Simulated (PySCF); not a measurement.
**AlNH5Br (SMILES [NH3+][AlH2-][Br]): levels of theory compared**

Aim: a comparison of 5 runs (HF/def2-SVP, B3LYP/6-31G*, PBE0/cc-pVDZ, PBE0/def2-SVP, B2PLYP/def2-TZVP) of AlNH5Br. The job is set up through a Python script.

The results are computed with PySCF 2.14.0.

## (1) The molecule

AlNH5Br: 8 atoms, total charge 0, spin state singlet. SMILES: `[NH3+][AlH2-][Br]`. Geometry: a GFN2-xTB relaxation, a rough one for these elements and not checked as a minimum.

Bond lengths: N1–Al2 2.082 Å, Al2–Br3 2.265 Å, N1–H4 1.021 Å, N1–H5 1.018 Å, N1–H6 1.021 Å, Al2–H7 1.548 Å, Al2–H8 1.548 Å. Some angles: N1–Al2–Br3 99.7°, N1–Al2–H7 98.8°, N1–Al2–H8 99.0°, Br3–Al2–H7 116.6°, Br3–Al2–H8 116.6°, Al2–N1–H4 112.1°, Al2–N1–H5 109.8°, Al2–N1–H6 111.6°, H7–Al2–H8 119.3°, H4–N1–H5 107.8°.

## (2) Energy and gradient at HF/def2-SVP (run 1)

job.py

```python
from pyscf import gto

mol = gto.Mole()
mol.atom = '''
N       -0.700610       0.673080      -0.293600
Al       0.618610      -0.840980       0.256910
Br       2.337270       0.413230       1.033850
H       -0.962690       1.261590       0.498400
H       -1.552100       0.266110      -0.674760
H       -0.297610       1.280450      -1.008610
H        0.813230      -1.501230      -1.129410
H       -0.256110      -1.552260       1.317210
'''
mol.verbose = 4
mol.basis = 'def2-svp'
mol.max_memory = 1860
mol.build()

mf = mol.RHF()
mf.conv_tol = 1e-10
mf.kernel()
if not mf.converged:
    mf = mf.newton().run(mf.mo_coeff, mf.mo_occ)

etot = mf.e_tot
print('Final energy', etot)
grad = mf.nuc_grad_method().kernel()
mf.analyze()
```

Started as:

```bash
OMP_NUM_THREADS=1 python job.py
```

What it wrote:

```text
PySCF version 2.14.0

[... 80 lines left out ...]
Two-electron Coulomb Energy =         1468.968475332579601
[... 10 lines left out ...]
MO #8   energy= -9.78434839225034  occ= 2
[... 8 lines left out ...]
MO #17  energy= -3.13786444864863  occ= 2
[... 8 lines left out ...]
MO #26  energy= -0.497840340149514 occ= 2
[... 8 lines left out ...]
MO #35  energy= 0.218075666290117  occ= 0
[... 8 lines left out ...]
MO #44  energy= 0.633603127147336  occ= 0
[... 8 lines left out ...]
MO #53  energy= 0.867875138823663  occ= 0
[... 8 lines left out ...]
MO #62  energy= 1.19610129268485   occ= 0
[... 8 lines left out ...]
MO #71  energy= 1.98804000957182   occ= 0
[... 8 lines left out ...]
MO #80  energy= 3.0490861703275    occ= 0
[... 8 lines left out ...]
MO #89  energy= 4.18904716302775   occ= 0
[... 61 lines left out ...]
pop of  2 Br 5dxy         0.00001
pop of  2 Br 5dyz         0.00001
pop of  2 Br 5dz^2        0.00001
pop of  2 Br 5dxz         0.00001
pop of  2 Br 5dx2-y2      0.00001
pop of  3 H 1s            0.74210
pop of  3 H 2s            0.01120
pop of  3 H 2px           0.00036
pop of  3 H 2py           0.00092
pop of  3 H 2pz           0.00170
pop of  4 H 1s            0.74370
pop of  4 H 2s            0.01087
pop of  4 H 2px           0.00166
pop of  4 H 2py           0.00097
pop of  4 H 2pz           0.00039
pop of  5 H 1s            0.74205
pop of  5 H 2s            0.01117
pop of  5 H 2px           0.00088
pop of  5 H 2py           0.00097
pop of  5 H 2pz           0.00114
pop of  6 H 1s            1.22698
pop of  6 H 2s            0.00114
pop of  6 H 2px           0.00016
pop of  6 H 2py           0.00070
pop of  6 H 2pz           0.00277
pop of  7 H 1s            1.22669
pop of  7 H 2s            0.00114
pop of  7 H 2px           0.00101
pop of  7 H 2py           0.00080
pop of  7 H 2pz           0.00182
 ** Mulliken atomic charges  **
charge of    0N =     -0.45091
charge of    1Al =      0.59864
charge of    2Br =     -0.41446
charge of    3H =      0.24372
charge of    4H =      0.24242
charge of    5H =      0.24379
charge of    6H =     -0.23175
charge of    7H =     -0.23146
Dipole moment(X, Y, Z, Debye): -4.95148,  3.04960, -2.11791
```

It took 6.3 s on 1 thread of Intel Xeon Platinum 8488C (Sapphire Rapids), shared host; peak memory 0.18 GiB.

## (3) Energy and forces at B3LYP/6-31G(d) (Cartesian functions) (run 2)

input.xyz

```xyz
8
AlBrH5N
N     -0.700610     0.673080    -0.293600
Al     0.618610    -0.840980     0.256910
Br     2.337270     0.413230     1.033850
H     -0.962690     1.261590     0.498400
H     -1.552100     0.266110    -0.674760
H     -0.297610     1.280450    -1.008610
H      0.813230    -1.501230    -1.129410
H     -0.256110    -1.552260     1.317210
```

run.py

```python
from pyscf import gto, dft

system = gto.M(
    atom='input.xyz',
    max_memory=1860,
    cart=True,
    verbose=4,
    basis='6-31g*',
    charge=0,
)

calc0 = dft.RKS(system, xc='b3lyp')
calc0.grids.level = 5
calc0.conv_tol = 1e-10
calc0.kernel()
if not calc0.converged:
    calc0 = calc0.newton().run(calc0.mo_coeff, calc0.mo_occ)

energy = calc0.e_tot
print('E(%s) = %.9f' % ('B3LYP', energy))
grad = calc0.nuc_grad_method().kernel()
calc0.analyze()
```

Started as:

```bash
OMP_NUM_THREADS=1 python run.py
```

What it wrote:

```text
PySCF version 2.14.0

[... 96 lines left out ...]
Two-electron Coulomb Energy =         1467.866962787089506
[... 9 lines left out ...]
MO #7   energy= -14.4197777040198  occ= 2
[... 7 lines left out ...]
MO #15  energy= -2.66968629399865  occ= 2
[... 7 lines left out ...]
MO #23  energy= -0.560664706005235 occ= 2
[... 7 lines left out ...]
MO #31  energy= -0.00732535682178645 occ= 0
[... 7 lines left out ...]
MO #39  energy= 0.206165643245838  occ= 0
[... 7 lines left out ...]
MO #47  energy= 0.433901285309421  occ= 0
[... 7 lines left out ...]
MO #55  energy= 0.749189109481702  occ= 0
[... 7 lines left out ...]
MO #63  energy= 1.18615400019765   occ= 0
[... 7 lines left out ...]
MO #71  energy= 2.31498651721108   occ= 0
[... 7 lines left out ...]
MO #79  energy= 90.4689668900623   occ= 0
[... 51 lines left out ...]
pop of  2 Br 5py          0.00146
pop of  2 Br 5pz          0.00245
pop of  2 Br 3dxx         1.94551
pop of  2 Br 3dxy         1.99983
pop of  2 Br 3dxz         1.99985
pop of  2 Br 3dyy         1.94544
pop of  2 Br 3dyz         1.99986
pop of  2 Br 3dzz         1.94534
pop of  2 Br 4dxx         0.00172
pop of  2 Br 4dxy         0.00396
pop of  2 Br 4dxz         0.00231
pop of  2 Br 4dyy         0.00093
pop of  2 Br 4dyz         0.00117
pop of  2 Br 4dzz         0.00100
pop of  2 Br 5dxx         0.00101
pop of  2 Br 5dxy         0.00010
pop of  2 Br 5dxz         0.00006
pop of  2 Br 5dyy         0.00086
pop of  2 Br 5dyz         0.00004
pop of  2 Br 5dzz         0.00074
pop of  3  H 1s           0.73737
pop of  3  H 2s           0.01270
pop of  4  H 1s           0.73853
pop of  4  H 2s           0.01241
pop of  5  H 1s           0.73731
pop of  5  H 2s           0.01267
pop of  6  H 1s           1.17332
pop of  6  H 2s           0.00122
pop of  7  H 1s           1.17305
pop of  7  H 2s           0.00122
 ** Mulliken atomic charges  **
charge of    0N =     -0.45170
charge of    1Al =      0.53566
charge of    2Br =     -0.48416
charge of    3H =      0.24993
charge of    4H =      0.24906
charge of    5H =      0.25002
charge of    6H =     -0.17454
charge of    7H =     -0.17427
Dipole moment(X, Y, Z, Debye): -5.03173,  2.90470, -2.15658
```

Wall time 25 s (1 thread of Intel Xeon Platinum 8488C (Sapphire Rapids), shared host); peak memory 0.77 GiB.

Runs 3 to 4 aren't shown in full; the table further down has their settings and results.

## (4) The energy at B2PLYP/def2-TZVP (run 5)

calc.py

```python
from pyscf import gto, dft, mp

molecule = gto.M(
    atom=[
    ('N', (-0.700610, 0.673080, -0.293600)),
    ('Al', (0.618610, -0.840980, 0.256910)),
    ('Br', (2.337270, 0.413230, 1.033850)),
    ('H', (-0.962690, 1.261590, 0.498400)),
    ('H', (-1.552100, 0.266110, -0.674760)),
    ('H', (-0.297610, 1.280450, -1.008610)),
    ('H', (0.813230, -1.501230, -1.129410)),
    ('H', (-0.256110, -1.552260, 1.317210)),
],
    verbose=4,
    max_memory=1860,
    charge=0,
    basis='def2-tzvp',
)

ks = dft.RKS(molecule)
ks.xc = '0.53*HF + 0.47*B88, 0.73*LYP'
ks.grids.level = 5
ks.conv_tol = 1e-10
ks.kernel()
if not ks.converged:
    ks = ks.newton().run(ks.mo_coeff, ks.mo_occ)

pt = mp.MP2(ks, frozen=15).run()
e_final = ks.e_tot + 0.27 * pt.e_corr
print('PT2 part  %.8f' % (0.27 * pt.e_corr))
print('Final energy', e_final)
dip = ks.dip_moment()
pop, q = ks.mulliken_pop()
```

Started as:

```bash
OMP_NUM_THREADS=1 python calc.py
```

What it wrote:

```text
PySCF version 2.14.0

[... 78 lines left out ...]
converged SCF energy = -2873.73054576081
[... 9 lines left out ...]
Final energy -2873.9179366220346
Dipole moment(X, Y, Z, Debye): -4.71593,  2.88079, -2.01732
[... 116 lines left out ...]
pop of  2 Br 4f+3         0.00027
pop of  3 H 1s            0.26180
pop of  3 H 2s            0.37717
pop of  3 H 3s            0.04232
pop of  3 H 2px           0.00832
pop of  3 H 2py           0.01240
pop of  3 H 2pz           0.01480
pop of  4 H 1s            0.26350
pop of  4 H 2s            0.38135
pop of  4 H 3s            0.04192
pop of  4 H 2px           0.01716
pop of  4 H 2py           0.01026
pop of  4 H 2pz           0.00827
pop of  5 H 1s            0.26174
pop of  5 H 2s            0.37701
pop of  5 H 3s            0.04231
pop of  5 H 2px           0.00988
pop of  5 H 2py           0.01268
pop of  5 H 2pz           0.01294
pop of  6 H 1s            0.24455
pop of  6 H 2s            0.54992
pop of  6 H 3s            0.36807
pop of  6 H 2px           0.00034
pop of  6 H 2py           0.00115
pop of  6 H 2pz           0.00386
pop of  7 H 1s            0.24453
pop of  7 H 2s            0.54994
pop of  7 H 3s            0.36799
pop of  7 H 2px           0.00164
pop of  7 H 2py           0.00128
pop of  7 H 2pz           0.00243
 ** Mulliken atomic charges  **
charge of    0N =     -0.55744
charge of    1Al =      0.42505
charge of    2Br =     -0.37607
charge of    3H =      0.28319
charge of    4H =      0.27754
charge of    5H =      0.28343
charge of    6H =     -0.16788
charge of    7H =     -0.16781
```

It took 29 s on 1 thread of Intel Xeon Platinum 8488C (Sapphire Rapids), shared host; peak memory 0.98 GiB.

## (5) Overview of the runs

| run | level | Cartesian functions | integration grid | energy (Eh) | dipole moment (D) | HOMO energy (eV) | LUMO energy (eV) | wall time |
| --- | --- | --- | --- | --- | --- | --- | --- | --- |
| 1 | HF/def2-SVP | no | – | -2871.363824 | 6.19 | -10.24 | 3.03 | 6.3 s |
| 2 | B3LYP/6-31G* (Cartesian functions) | yes | 5 | -2874.169540 | 6.20 | -7.02 | -0.20 | 25 s |
| 3 | PBE0/cc-pVDZ | no | 5 | -2873.925484 | 5.96 | -7.23 | 0.10 | 25 s |
| 4 | PBE0/def2-SVP | no | 5 | -2873.525317 | 6.05 | -7.23 | 0.09 | 23 s |
| 5 | B2PLYP/def2-TZVP | no | 5 | -2873.917937 | 5.88 | -8.48 | 0.51 | 29 s |

## (6) Outcome

```
                                  quantity           value
                       run 5: total energy  -2873.91794 Eh
           run 5: dipole moment (SCF part)          5.88 D
  run 5: HOMO energy (SCF part's orbitals)        -8.48 eV
  run 5: LUMO energy (SCF part's orbitals)         0.51 eV
run 5: HOMO–LUMO gap (SCF part's orbitals)         8.99 eV
```

**Reading.** The dipole moment (its size) runs from 5.88 D (B2PLYP/def2-TZVP) to 6.20 D (B3LYP/6-31G*). The two ends differ in method and basis. A double hybrid's value is that of its SCF part. The HOMO–LUMO gap runs from 6.82 eV (B3LYP/6-31G*) to 13.27 eV (HF/def2-SVP). Totals of different functionals can't be ranked against each other. All runs together took 1.8 min, the longest 29 s.
